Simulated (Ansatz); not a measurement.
# F− with BF₃: structure and interaction energy, part 2 of 3

Ansatz 0.2.0, Gaussian basis. The steps go on from the part before.

## (7) B97M-V/def2-TZVPPD

The inputs:

ab/in.yaml

```yaml
crystal:
  periodic: [false, false, false]
  atoms:
    - {symbol: F, position_ang: [-0.071453, 0.109232, -1.399746]}
    - {symbol: F, position_ang: [0.582750, 1.163595, 0.531680]}
    - {symbol: B, position_ang: [0.000018, -0.000021, -0.000020]}
    - {symbol: F, position_ang: [-1.294757, -0.157385, 0.524446]}
    - {symbol: F, position_ang: [0.783541, -1.115519, 0.343539]}
basis:
  gaussian: {orbitals: "def2-TZVPPD.json"}
total_charge: -1
hamiltonian: {xc: {name: B97M-V}}
```

a/in.yaml

```yaml
crystal:
  periodic: [false, false, false]
  atoms:
    - {symbol: F, position_ang: [-0.071453, 0.109232, -1.399746]}
basis:
  gaussian:
    orbitals: "def2-TZVPPD.json"
    ghost_atoms:
      - {symbol: F, position_ang: [0.582750, 1.163595, 0.531680]}
      - {symbol: B, position_ang: [0.000018, -0.000021, -0.000020]}
      - {symbol: F, position_ang: [-1.294757, -0.157385, 0.524446]}
      - {symbol: F, position_ang: [0.783541, -1.115519, 0.343539]}
total_charge: -1
hamiltonian: {xc: {name: B97M-V}}
```

b/in.yaml

```yaml
crystal:
  periodic: [false, false, false]
  atoms:
    - {symbol: F, position_ang: [0.582750, 1.163595, 0.531680]}
    - {symbol: B, position_ang: [0.000018, -0.000021, -0.000020]}
    - {symbol: F, position_ang: [-1.294757, -0.157385, 0.524446]}
    - {symbol: F, position_ang: [0.783541, -1.115519, 0.343539]}
basis:
  gaussian:
    orbitals: "def2-TZVPPD.json"
    ghost_atoms:
      - {symbol: F, position_ang: [-0.071453, 0.109232, -1.399746]}
hamiltonian: {xc: {name: B97M-V}}
```

One command serves all of them, each in its own folder.

The run is started by

```console
$ ansatz run in.yaml --threads 4 --pin off --events-out ev --progress --plain --max-ram 9574MiB
```

Output in ab, cut to the lines that bear on the results:

```text
Functional definition: B97M-V
  name "B97M-V"
  cite "Mardirossian & Head-Gordon, J. Chem. Phys. 142, 074111 (2015) doi:10.1063/1.4907719"
  cite "Becke, J. Chem. Phys. 107, 8554 (1997) doi:10.1063/1.475007"
  cite "Vydrov & Van Voorhis, J. Chem. Phys. 133, 244103 (2010) doi:10.1063/1.3521275"
  # Of w^i u^j: cxij and so on, Table III.
[...]
  gx(w, u) = cx00 + cx01*u + cx02*u^2 + (cx10 + cx11*u)*w
[...]
  gos(w, u) = cos00 + cos01*u + cos03*u^3 + cos10*w + cos32*w^3*u^2
[...]
      + integral(e_c_pw_mod_opposite_spin*gos(b97_w_opposite, b97_u_opposite)) + vv10(b, c)
953 factors; their error is unknown
[...]
mean field -11553.83463684 eV, -424.5955914336 hartree, gradient 8.6e-5 eV, S^2 0.000000; 0 other end points of the search recorded, 0 dependent functions left out
reference -11553.83471397 eV, -424.5955942678 hartree; 21, 21 occupied and 176, 176 virtual orbitals, 953 factors
Total energy: -11553.83471397 eV, -424.5955942678 hartree
```

Output in a, cut to the lines that bear on the results:

```text
[... 5 set-up lines as earlier in the session ...]
  # Of w^i u^j: cxij and so on, Table III.
[...]
  gx(w, u) = cx00 + cx01*u + cx02*u^2 + (cx10 + cx11*u)*w
[...]
  gos(w, u) = cos00 + cos01*u + cos03*u^3 + cos10*w + cos32*w^3*u^2
[...]
      + integral(e_c_pw_mod_opposite_spin*gos(b97_w_opposite, b97_u_opposite)) + vv10(b, c)
914 factors; their error is unknown
[...]
mean field -2717.16839203 eV, -99.8540966441 hartree, gradient 2.1e-5 eV, S^2 0.000000; 0 other end points of the search recorded, 0 dependent functions left out
reference -2717.16846935 eV, -99.8540994858 hartree; 5, 5 occupied and 192, 192 virtual orbitals, 914 factors
Total energy: -2717.16846935 eV, -99.8540994858 hartree
```

Output in b, cut to the lines that bear on the results:

```text
[... 5 set-up lines as earlier in the session ...]
  # Of w^i u^j: cxij and so on, Table III.
[...]
  gx(w, u) = cx00 + cx01*u + cx02*u^2 + (cx10 + cx11*u)*w
[...]
  gos(w, u) = cos00 + cos01*u + cos03*u^3 + cos10*w + cos32*w^3*u^2
[...]
      + integral(e_c_pw_mod_opposite_spin*gos(b97_w_opposite, b97_u_opposite)) + vv10(b, c)
948 factors; their error is unknown
[...]
mean field -8831.18200845 eV, -324.5399528203 hartree, gradient 8.1e-6 eV, S^2 0.000000; 0 other end points of the search recorded, 0 dependent functions left out
reference -8831.18208524 eV, -324.5399556422 hartree; 16, 16 occupied and 181, 181 virtual orbitals, 948 factors
Total energy: -8831.18208524 eV, -324.5399556422 hartree
```

Wall times: 4.7 s (ab), 3.3 s (a), 4.2 s (b) on 4 threads of Arm Neoverse V1, shared host.

Interaction energy, ab − a − b: -126.47 kcal/mol.

## (8) CCSD(T)/def2-TZVPPD

Each input of step 7 (ab, a, b) changes in the same lines:

```diff
-hamiltonian: {xc: {name: B97M-V}}
+correlation: {method: ccsd_t}
```

Each run has its own folder and the same command.

The run is started by

```console
$ ansatz run in.yaml --threads 4 --pin off --events-out ev --progress --plain --max-ram 9574MiB
```

Log of ab, cut to the lines that bear on the results:

```text
Functional definition: HF
  name "HF"
  cite "Fock, Z. Phys. 61, 126 (1930) doi:10.1007/BF01340294"
[... 1 set-up line as earlier in the session ...]
[...]
1267 factors; integrals over basis functions are off by at most 9.4e-4 eV
[...]
mean field -11508.54810902 eV, -422.9313422325 hartree, gradient 2.4e-6 eV, S^2 0.000000; 0 other end points of the search recorded, 0 dependent functions left out
5 core orbitals not correlated: weight in the atoms' cores, before any rotation towards them, 1.000 or more for the frozen orbitals, at most 0.000 for the correlated occupied ones
reference -11508.54810902 eV, -422.9313422325 hartree; 16, 16 occupied and 176, 176 virtual orbitals, 1267 factors
second order -30.55268813 eV of doubles, -0.00000000 eV of singles
cycle   1  -29.91923675 eV  change    6.3e-1 eV  update   1.0e-1
[...]
cycle   9  -30.55465659 eV  change    2.1e-5 eV  update   7.8e-6
perturbative correction -0.89481989 eV, -0.0328840245 hartree
Total energy: -11539.99758550 eV, -424.0870891759 hartree
```

Log of a, cut to the lines that bear on the results:

```text
[... 4 set-up lines as earlier in the session ...]
[...]
1252 factors; integrals over basis functions are off by at most 1.6e-3 eV
[...]
mean field -2706.33300448 eV, -99.4559034961 hartree, gradient 5.0e-7 eV, S^2 0.000000; 0 other end points of the search recorded, 0 dependent functions left out
1 core orbitals not correlated: weight in the atoms' cores, before any rotation towards them, 1.000 or more for the frozen orbitals, at most 0.000 for the correlated occupied ones
reference -2706.33300448 eV, -99.4559034961 hartree; 4, 4 occupied and 192, 192 virtual orbitals, 1252 factors
second order -7.89868178 eV of doubles, -0.00000000 eV of singles
cycle   1  -7.49073227 eV  change    4.1e-1 eV  update   9.9e-2
[...]
cycle  13  -7.73833767 eV  change    8.6e-6 eV  update   5.3e-6
perturbative correction -0.26714665 eV, -0.0098174584 hartree
Total energy: -2714.33848880 eV, -99.7500996186 hartree
```

Log of b, cut to the lines that bear on the results:

```text
[... 4 set-up lines as earlier in the session ...]
[...]
1262 factors; integrals over basis functions are off by at most 1.6e-3 eV
[...]
mean field -8796.21155443 eV, -323.2548123391 hartree, gradient 1.2e-6 eV, S^2 0.000000; 0 other end points of the search recorded, 0 dependent functions left out
4 core orbitals not correlated: weight in the atoms' cores, before any rotation towards them, 1.000 or more for the frozen orbitals, at most 0.000 for the correlated occupied ones
reference -8796.21155443 eV, -323.2548123391 hartree; 12, 12 occupied and 181, 181 virtual orbitals, 1262 factors
second order -23.28919471 eV of doubles, -0.00000000 eV of singles
cycle   1  -22.65895631 eV  change    6.3e-1 eV  update   1.1e-1
[...]
cycle  10  -23.24026846 eV  change   -2.8e-5 eV  update   8.1e-6
perturbative correction -0.74702227 eV, -0.0274525621 hartree
Total energy: -8820.19884517 eV, -324.1363290145 hartree
```

They took 14 s (ab), 6.5 s (a), 17 s (b) on 4 threads of Arm Neoverse V1, shared host; peak memory 1.7 GiB.

Interaction energy, ab − a − b: -125.92 kcal/mol.

## (9) MP2/def2-QZVPPD

ab/in.yaml, as its differences from that of step 8:

```diff
@@ -9,4 +9,4 @@
 basis:
-  gaussian: {orbitals: "def2-TZVPPD.json"}
+  gaussian: {orbitals: "def2-QZVPPD.json"}
 total_charge: -1
-correlation: {method: ccsd_t}
+correlation: {method: mp2}
```

a/in.yaml, as its differences from that of step 8:

```diff
@@ -6,3 +6,3 @@
   gaussian:
-    orbitals: "def2-TZVPPD.json"
+    orbitals: "def2-QZVPPD.json"
     ghost_atoms:
@@ -13,2 +13,2 @@
 total_charge: -1
-correlation: {method: ccsd_t}
+correlation: {method: mp2}
```

b/in.yaml, as its differences from that of step 8:

```diff
@@ -9,5 +9,5 @@
   gaussian:
-    orbitals: "def2-TZVPPD.json"
+    orbitals: "def2-QZVPPD.json"
     ghost_atoms:
       - {symbol: F, position_ang: [-0.071453, 0.109232, -1.399746]}
-correlation: {method: ccsd_t}
+correlation: {method: mp2}
```

Each run has its own folder and the same command.

The run is started by

```console
$ ansatz run in.yaml --threads 4 --pin off --events-out ev --progress --plain --max-ram 9574MiB
```

Log of ab, cut to the lines that bear on the results:

```text
[... 4 set-up lines as earlier in the session ...]
[...]
1959 factors; integrals over basis functions are off by at most 7.3e-4 eV
[...]
mean field -11509.00670412 eV, -422.9481952916 hartree, gradient 4.9e-7 eV, S^2 0.000000; 0 other end points of the search recorded, 0 dependent functions left out
5 core orbitals not correlated: weight in the atoms' cores, before any rotation towards them, 1.000 or more for the frozen orbitals, at most 0.000 for the correlated occupied ones
reference -11509.00670412 eV, -422.9481952916 hartree; 16, 16 occupied and 306, 306 virtual orbitals, 1959 factors
second order -33.28880420 eV of doubles, -0.00000000 eV of singles
Total energy: -11542.29550832 eV, -424.1715362819 hartree
```

Output in a, cut to the lines that bear on the results:

```text
[... 4 set-up lines as earlier in the session ...]
[...]
1947 factors; integrals over basis functions are off by at most 1.0e-3 eV
[...]
mean field -2706.42215362 eV, -99.4591796666 hartree, gradient 1.7e-6 eV, S^2 0.000000; 0 other end points of the search recorded, 0 dependent functions left out
1 core orbitals not correlated: weight in the atoms' cores, before any rotation towards them, 1.000 or more for the frozen orbitals, at most 0.000 for the correlated occupied ones
reference -2706.42215362 eV, -99.4591796666 hartree; 4, 4 occupied and 322, 322 virtual orbitals, 1947 factors
second order -8.53840683 eV of doubles, -0.00000000 eV of singles
Total energy: -2714.96056045 eV, -99.7729603300 hartree
```

Log of b, cut to the lines that bear on the results:

```text
[... 4 set-up lines as earlier in the session ...]
[...]
1953 factors; integrals over basis functions are off by at most 1.0e-3 eV
[...]
mean field -8796.56522045 eV, -323.2678093255 hartree, gradient 1.2e-6 eV, S^2 0.000000; 0 other end points of the search recorded, 0 dependent functions left out
4 core orbitals not correlated: weight in the atoms' cores, before any rotation towards them, 1.000 or more for the frozen orbitals, at most 0.000 for the correlated occupied ones
reference -8796.56522045 eV, -323.2678093255 hartree; 12, 12 occupied and 311, 311 virtual orbitals, 1953 factors
second order -25.31416016 eV of doubles, -0.00000000 eV of singles
Total energy: -8821.87938061 eV, -324.1980875528 hartree
```

They took 8.5 s (ab), 5.5 s (a), 7.5 s (b) on 4 threads of Arm Neoverse V1, shared host; peak memory 1.2 GiB.

E(ab) − E(a) − E(b) = -125.81 kcal/mol.

## (10) Hartree-Fock/STO-3G

ab/in.yaml, as its differences from that of step 9:

```diff
@@ -9,4 +9,4 @@
 basis:
-  gaussian: {orbitals: "def2-QZVPPD.json"}
+  gaussian: {orbitals: STO-3G}
 total_charge: -1
-correlation: {method: mp2}
+hamiltonian: {xc: hf}
```

a/in.yaml, as its differences from that of step 9:

```diff
@@ -6,3 +6,3 @@
   gaussian:
-    orbitals: "def2-QZVPPD.json"
+    orbitals: STO-3G
     ghost_atoms:
@@ -13,2 +13,2 @@
 total_charge: -1
-correlation: {method: mp2}
+hamiltonian: {xc: hf}
```

b/in.yaml, as its differences from that of step 9:

```diff
@@ -9,5 +9,5 @@
   gaussian:
-    orbitals: "def2-QZVPPD.json"
+    orbitals: STO-3G
     ghost_atoms:
       - {symbol: F, position_ang: [-0.071453, 0.109232, -1.399746]}
-correlation: {method: mp2}
+hamiltonian: {xc: hf}
```

Each run has its own folder and the same command.

The run is started by

```console
$ ansatz run in.yaml --threads 4 --pin off --events-out ev --progress --plain --max-ram 9574MiB
```

Log of ab, cut to the lines that bear on the results:

```text
[... 4 set-up lines as earlier in the session ...]
[...]
356 factors; integrals over basis functions are off by at most 3.2e-5 eV
[...]
mean field -11336.64184636 eV, -416.6139036021 hartree, gradient 8.2e-5 eV, S^2 0.000000; 0 other end points of the search recorded, 0 dependent functions left out
reference -11336.64184636 eV, -416.6139036021 hartree; 21, 21 occupied and 4, 4 virtual orbitals, 356 factors
Total energy: -11336.64184636 eV, -416.6139036021 hartree
```

Output in a, cut to the lines that bear on the results:

```text
[... 4 set-up lines as earlier in the session ...]
[...]
267 factors; integrals over basis functions are off by at most 1.5e-3 eV
[...]
mean field -2661.71715408 eV, -97.8163012358 hartree, gradient 8.2e-5 eV, S^2 0.000000; 0 other end points of the search recorded, 0 dependent functions left out
reference -2661.71715408 eV, -97.8163012358 hartree; 5, 5 occupied and 20, 20 virtual orbitals, 267 factors
Total energy: -2661.71715408 eV, -97.8163012358 hartree
```

Log of b, cut to the lines that bear on the results:

```text
[... 4 set-up lines as earlier in the session ...]
[...]
331 factors; integrals over basis functions are off by at most 1.2e-3 eV
[...]
mean field -8669.01686669 eV, -318.5804937801 hartree, gradient 7.2e-6 eV, S^2 0.000000; 0 other end points of the search recorded, 0 dependent functions left out
reference -8669.01686669 eV, -318.5804937801 hartree; 16, 16 occupied and 9, 9 virtual orbitals, 331 factors
Total energy: -8669.01686669 eV, -318.5804937801 hartree
```

Times: 0.1 s (ab), 0.1 s (a), 0.1 s (b) on 4 threads of Arm Neoverse V1, shared host.

Interaction energy, ab − a − b: -136.24 kcal/mol.

## (11) SPW92/def2-SVP

ab/in.yaml, as its differences from that of step 10:

```diff
@@ -9,4 +9,4 @@
 basis:
-  gaussian: {orbitals: STO-3G}
+  gaussian: {orbitals: def2-SVP}
 total_charge: -1
-hamiltonian: {xc: hf}
+hamiltonian: {xc: lda}
```

a/in.yaml, as its differences from that of step 10:

```diff
@@ -6,3 +6,3 @@
   gaussian:
-    orbitals: STO-3G
+    orbitals: def2-SVP
     ghost_atoms:
@@ -13,2 +13,2 @@
 total_charge: -1
-hamiltonian: {xc: hf}
+hamiltonian: {xc: lda}
```

b/in.yaml, as its differences from that of step 10:

```diff
@@ -9,5 +9,5 @@
   gaussian:
-    orbitals: STO-3G
+    orbitals: def2-SVP
     ghost_atoms:
       - {symbol: F, position_ang: [-0.071453, 0.109232, -1.399746]}
-hamiltonian: {xc: hf}
+hamiltonian: {xc: lda}
```

Each run has its own folder and the same command.

The run is started by

```console
$ ansatz run in.yaml --threads 4 --pin off --events-out ev --progress --plain --max-ram 9574MiB
```

ab printed, cut to the lines that bear on the results:

```text
Functional definition: SPW92
  name "SPW92"
  cite "Dirac, Proc. Camb. Phil. Soc. 26, 376 (1930) doi:10.1017/S0305004100016108"
  cite "Slater, Phys. Rev. 81, 385 (1951) doi:10.1103/PhysRev.81.385"
  cite "Perdew & Wang, Phys. Rev. B 45, 13244 (1992) doi:10.1103/PhysRevB.45.13244"
[...]
746 factors; their error is unknown
[...]
mean field -11466.66417816 eV, -421.3921361632 hartree, gradient 2.4e-6 eV, S^2 0.000000; 0 other end points of the search recorded, 0 dependent functions left out
reference -11466.66420192 eV, -421.3921370363 hartree; 21, 21 occupied and 49, 49 virtual orbitals, 746 factors
Total energy: -11466.66420192 eV, -421.3921370363 hartree
```

a printed, cut to the lines that bear on the results:

```text
[... 5 set-up lines as earlier in the session ...]
[...]
567 factors; their error is unknown
[...]
mean field -2696.72502268 eV, -99.1028166778 hartree, gradient 2.5e-5 eV, S^2 0.000000; 0 other end points of the search recorded, 0 dependent functions left out
reference -2696.72504714 eV, -99.1028175765 hartree; 5, 5 occupied and 65, 65 virtual orbitals, 567 factors
Total energy: -2696.72504714 eV, -99.1028175765 hartree
```

Log of b, cut to the lines that bear on the results:

```text
[... 5 set-up lines as earlier in the session ...]
[...]
705 factors; their error is unknown
[...]
mean field -8764.03523558 eV, -322.0723544312 hartree, gradient 3.8e-5 eV, S^2 0.000000; 0 other end points of the search recorded, 0 dependent functions left out
reference -8764.03525901 eV, -322.0723552922 hartree; 16, 16 occupied and 54, 54 virtual orbitals, 705 factors
Total energy: -8764.03525901 eV, -322.0723552922 hartree
```

Times: 0.3 s (ab), 0.2 s (a), 0.25 s (b) on 4 threads of Arm Neoverse V1, shared host.

Interaction energy, ab − a − b: -136.15 kcal/mol.

(Part 2 of 3 ends here.)
